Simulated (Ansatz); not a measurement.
# B27N26O (Qingsongite): the cost of one run

Method: DFT, PBE, plane-wave PAW, default files, scalar-relativistic, as far as a step names no other, in Ansatz 0.2.0.

1 further run of the same task is left out (it didn't finish).

### Step 1. The structure to begin with

Symmetry: F-43m, No. 216, cubic system. Conventional cell: a = 10.845 Å, b = 10.845 Å, c = 10.845 Å, α = 90.00°, β = 90.00°, γ = 90.00°. B (site symmetry 3m) has 1 O at 1.57 Å and 3 N at 1.57 Å as nearest neighbours. Around B (site symmetry 2mm) lie 4 N at 1.57 Å. B (site symmetry m) is surrounded by 4 N at 1.57 Å. B (site symmetry -43m) has 4 N at 1.57 Å as nearest neighbours. B (site symmetry 3m) has 4 N at 1.57 Å as nearest neighbours. Around O (site symmetry -43m) lie 4 B at 1.57 Å. N (site symmetry m) has 4 B at 1.57 Å as nearest neighbours. N (site symmetry 3m) has 4 B at 1.57 Å as nearest neighbours. Only part of the 10 independent sites is listed.

As a file:

```cif
data_structure
_symmetry_space_group_name_H-M 'P 1'
_symmetry_Int_Tables_number 1
_cell_length_a 7.6686
_cell_length_b 7.6686
_cell_length_c 7.6686
_cell_angle_alpha 60.000
_cell_angle_beta 60.000
_cell_angle_gamma 60.000
_cell_volume 318.88
loop_
_atom_site_label
_atom_site_type_symbol
_atom_site_fract_x
_atom_site_fract_y
_atom_site_fract_z
_atom_site_occupancy
B1 B 0.00000 0.00000 0.00000 1
B2 B 0.00000 0.00000 0.33333 1
B3 B 0.00000 0.00000 0.66667 1
B4 B 0.00000 0.33333 0.00000 1
B5 B 0.00000 0.33333 0.33333 1
B6 B 0.00000 0.33333 0.66667 1
B7 B 0.00000 0.66667 0.00000 1
B8 B 0.00000 0.66667 0.33333 1
B9 B 0.00000 0.66667 0.66667 1
B10 B 0.33333 0.00000 0.00000 1
B11 B 0.33333 0.00000 0.33333 1
B12 B 0.33333 0.00000 0.66667 1
B13 B 0.33333 0.33333 0.00000 1
B14 B 0.33333 0.33333 0.33333 1
B15 B 0.33333 0.33333 0.66667 1
B16 B 0.33333 0.66667 0.00000 1
B17 B 0.33333 0.66667 0.33333 1
B18 B 0.33333 0.66667 0.66667 1
B19 B 0.66667 0.00000 0.00000 1
B20 B 0.66667 0.00000 0.33333 1
B21 B 0.66667 0.00000 0.66667 1
B22 B 0.66667 0.33333 0.00000 1
B23 B 0.66667 0.33333 0.33333 1
B24 B 0.66667 0.33333 0.66667 1
B25 B 0.66667 0.66667 0.00000 1
B26 B 0.66667 0.66667 0.33333 1
B27 B 0.66667 0.66667 0.66667 1
O1 O 0.08333 0.08333 0.08333 1
N1 N 0.08333 0.08333 0.41667 1
N2 N 0.08333 0.08333 0.75000 1
N3 N 0.08333 0.41667 0.08333 1
N4 N 0.08333 0.41667 0.41667 1
N5 N 0.08333 0.41667 0.75000 1
N6 N 0.08333 0.75000 0.08333 1
N7 N 0.08333 0.75000 0.41667 1
N8 N 0.08333 0.75000 0.75000 1
N9 N 0.41667 0.08333 0.08333 1
N10 N 0.41667 0.08333 0.41667 1
N11 N 0.41667 0.08333 0.75000 1
N12 N 0.41667 0.41667 0.08333 1
N13 N 0.41667 0.41667 0.41667 1
N14 N 0.41667 0.41667 0.75000 1
N15 N 0.41667 0.75000 0.08333 1
N16 N 0.41667 0.75000 0.41667 1
N17 N 0.41667 0.75000 0.75000 1
N18 N 0.75000 0.08333 0.08333 1
N19 N 0.75000 0.08333 0.41667 1
N20 N 0.75000 0.08333 0.75000 1
N21 N 0.75000 0.41667 0.08333 1
N22 N 0.75000 0.41667 0.41667 1
N23 N 0.75000 0.41667 0.75000 1
N24 N 0.75000 0.75000 0.08333 1
N25 N 0.75000 0.75000 0.41667 1
N26 N 0.75000 0.75000 0.75000 1
```

Atom 28 of the input is the impurity.

### Step 2. Single point at the given positions

input.yaml reads:

```yaml
crystal:
  lattice:
    - [0.0, 5.4225, 5.4225]
    - [5.4225, 0.0, 5.4225]
    - [5.4225, 5.4225, 0.0]
  atoms:
    - { symbol: B, position: [0.0, 0.0, 0.0] }
    - { symbol: B, position: [0.0, 0.0, 0.3333333333] }
    - { symbol: B, position: [0.0, 0.0, 0.6666666667] }
    - { symbol: B, position: [0.0, 0.3333333333, 0.0] }
    - { symbol: B, position: [0.0, 0.3333333333, 0.3333333333] }
    - { symbol: B, position: [0.0, 0.3333333333, 0.6666666667] }
    - { symbol: B, position: [0.0, 0.6666666667, 0.0] }
    - { symbol: B, position: [0.0, 0.6666666667, 0.3333333333] }
    - { symbol: B, position: [0.0, 0.6666666667, 0.6666666667] }
    - { symbol: B, position: [0.3333333333, 0.0, 0.0] }
    - { symbol: B, position: [0.3333333333, 0.0, 0.3333333333] }
    - { symbol: B, position: [0.3333333333, 0.0, 0.6666666667] }
    - { symbol: B, position: [0.3333333333, 0.3333333333, 0.0] }
    - { symbol: B, position: [0.3333333333, 0.3333333333, 0.3333333333] }
    - { symbol: B, position: [0.3333333333, 0.3333333333, 0.6666666667] }
    - { symbol: B, position: [0.3333333333, 0.6666666667, 0.0] }
    - { symbol: B, position: [0.3333333333, 0.6666666667, 0.3333333333] }
    - { symbol: B, position: [0.3333333333, 0.6666666667, 0.6666666667] }
    - { symbol: B, position: [0.6666666667, 0.0, 0.0] }
    - { symbol: B, position: [0.6666666667, 0.0, 0.3333333333] }
    - { symbol: B, position: [0.6666666667, 0.0, 0.6666666667] }
    - { symbol: B, position: [0.6666666667, 0.3333333333, 0.0] }
    - { symbol: B, position: [0.6666666667, 0.3333333333, 0.3333333333] }
    - { symbol: B, position: [0.6666666667, 0.3333333333, 0.6666666667] }
    - { symbol: B, position: [0.6666666667, 0.6666666667, 0.0] }
    - { symbol: B, position: [0.6666666667, 0.6666666667, 0.3333333333] }
    - { symbol: B, position: [0.6666666667, 0.6666666667, 0.6666666667] }
    - { symbol: O, position: [0.0833333333, 0.0833333333, 0.0833333333] }
    - { symbol: "N", position: [0.0833333333, 0.0833333333, 0.4166666667] }
    - { symbol: "N", position: [0.0833333333, 0.0833333333, 0.75] }
    - { symbol: "N", position: [0.0833333333, 0.4166666667, 0.0833333333] }
    - { symbol: "N", position: [0.0833333333, 0.4166666667, 0.4166666667] }
    - { symbol: "N", position: [0.0833333333, 0.4166666667, 0.75] }
    - { symbol: "N", position: [0.0833333333, 0.75, 0.0833333333] }
    - { symbol: "N", position: [0.0833333333, 0.75, 0.4166666667] }
    - { symbol: "N", position: [0.0833333333, 0.75, 0.75] }
    - { symbol: "N", position: [0.4166666667, 0.0833333333, 0.0833333333] }
    - { symbol: "N", position: [0.4166666667, 0.0833333333, 0.4166666667] }
    - { symbol: "N", position: [0.4166666667, 0.0833333333, 0.75] }
    - { symbol: "N", position: [0.4166666667, 0.4166666667, 0.0833333333] }
    - { symbol: "N", position: [0.4166666667, 0.4166666667, 0.4166666667] }
    - { symbol: "N", position: [0.4166666667, 0.4166666667, 0.75] }
    - { symbol: "N", position: [0.4166666667, 0.75, 0.0833333333] }
    - { symbol: "N", position: [0.4166666667, 0.75, 0.4166666667] }
    - { symbol: "N", position: [0.4166666667, 0.75, 0.75] }
    - { symbol: "N", position: [0.75, 0.0833333333, 0.0833333333] }
    - { symbol: "N", position: [0.75, 0.0833333333, 0.4166666667] }
    - { symbol: "N", position: [0.75, 0.0833333333, 0.75] }
    - { symbol: "N", position: [0.75, 0.4166666667, 0.0833333333] }
    - { symbol: "N", position: [0.75, 0.4166666667, 0.4166666667] }
    - { symbol: "N", position: [0.75, 0.4166666667, 0.75] }
    - { symbol: "N", position: [0.75, 0.75, 0.0833333333] }
    - { symbol: "N", position: [0.75, 0.75, 0.4166666667] }
    - { symbol: "N", position: [0.75, 0.75, 0.75] }
total_charge: 1
kpoints:
  mp_grid: { grid: [3, 3, 3] }
scf:
  occupations: { method: fermi_dirac, width: 0.01 }
hamiltonian:
  xc: pbe
  pseudopotentials: { kind: paw }
output:
  forces: true
  stress: true
  populations: true
  efg:
    quadrupole_moments_barn: { B: 0.04059, O: -0.02558, "N": 0.02044 }
    contact_densities: true
  write_density: true
  write_potential: true
  elf: true
  volumetric_format: npy
```

The run is started by

```console
$ ansatz run input.yaml --threads 1 --pin off --max-ram 3072MiB --backend cpu --events-out ev --progress --plain --runs-dir out
```

Q: Estimate wall time and peak memory on 1 thread of Arm Neoverse V1, shared host.

About 45 s, with a peak of 0.68 GiB.
